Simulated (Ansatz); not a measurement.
# SnGe3Se4: the cost of one run

Method: DFT PBE, scalar-relativistic, plane waves, PAW, unless a step names another level, in Ansatz 0.2.0.

1 further run of the same task is left out (set aside as unsound or not needed).

### Step 1. The structure to begin with

It takes space group P4/mmm (No. 123, tetragonal). Conventional cell: a = 4.086 Å, b = 4.086 Å, c = 11.543 Å, α = 90.00°, β = 90.00°, γ = 90.00°. Around Sn (site symmetry 4/mmm) lie 6 Se at 2.89 to 2.98 Å. Ge (site symmetry 4mm) has 6 Se at 2.81 to 2.96 Å as nearest neighbours. Ge (site symmetry 4/mmm) has 6 Se at 2.79 to 2.89 Å as nearest neighbours. Se (site symmetry 4/mmm) is surrounded by 6 Ge at 2.81 to 2.89 Å. Around Se (site symmetry 4mm) lie 5 Ge at 2.79 to 2.89 Å and 1 Sn at 2.98 Å. Se (site symmetry 4/mmm) has 4 Sn at 2.89 Å and 2 Ge at 2.96 Å as nearest neighbours.

As a file:

```
Sn Ge Se
1.0
     4.08584    0.00000    0.00000
     0.00000    4.08584    0.00000
     0.00000    0.00000   11.54333
Sn Ge Se
1 3 4
Cartesian
  2.0429 2.0429 0.0000
  0.0000 0.0000 8.5861
  2.0429 2.0429 5.7717
  0.0000 0.0000 2.9573
  0.0000 0.0000 5.7717
  2.0429 2.0429 2.9838
  0.0000 0.0000 0.0000
  2.0429 2.0429 8.5595
```

The cell was relaxed beforehand at this level, from a generated guess; it is a trial structure. At a tolerance of 0.05 Å it has space group P4/mmm (No. 123); it has 24.09 Å³/atom, an uncorrected energy of -0.25 eV/atom over the elements.

### Step 2. Static run: bands, density of states and charges

The input, input.yaml:

```yaml
crystal:
  lattice:
    - [4.0858426858, 0.0, 0.0]
    - [0.0, 4.0858426858, 0.0]
    - [0.0, 0.0, 11.5433279215]
  atoms:
    - { symbol: Sn, position: [0.5, 0.5, 0.0] }
    - { symbol: Ge, position: [0.0, 0.0, 0.7438109898] }
    - { symbol: Ge, position: [0.5, 0.5, 0.5] }
    - { symbol: Ge, position: [0.0, 0.0, 0.2561890102] }
    - { symbol: Se, position: [0.0, 0.0, 0.5] }
    - { symbol: Se, position: [0.5, 0.5, 0.2584877261] }
    - { symbol: Se, position: [0.0, 0.0, 0.0] }
    - { symbol: Se, position: [0.5, 0.5, 0.7415122739] }
basis:
  ecutwfc: 420
kpoints:
  mp_grid: { grid: [10, 10, 4] }
  band_path:
    path:
      - [[0.0, 0.0, 0.0], [0.0, 0.5, 0.0], [0.5, 0.5, 0.0], [0.0, 0.0, 0.0], [0.0, 0.0, 0.5], [0.0, 0.5, 0.5], [0.5, 0.5, 0.5], [0.0, 0.0, 0.5]]
      - [[0.0, 0.5, 0.0], [0.0, 0.5, 0.5]]
      - [[0.5, 0.5, 0.0], [0.5, 0.5, 0.5]]
    npoints: 14
hamiltonian:
  xc: pbe
scf:
  occupations: { method: gaussian, width: 0.1 }
  n_extra_bands: 20
output:
  forces: true
  stress: true
  eigenvalues: true
  populations: true
  dos: { projected: true, de: 0.02, nscf_kmesh: { grid: [12, 12, 5] } }
  bader: true
```

Started as:

```
> ansatz run input.yaml --threads 1 --pin off --max-ram 2560MiB --backend cpu --events-out ev --progress --plain --runs-dir out
```

What time and memory should one allow on 1 thread of Intel Xeon 6975P-C (Granite Rapids), shared host?

About 1.9 min, with a peak of 1.4 GiB.
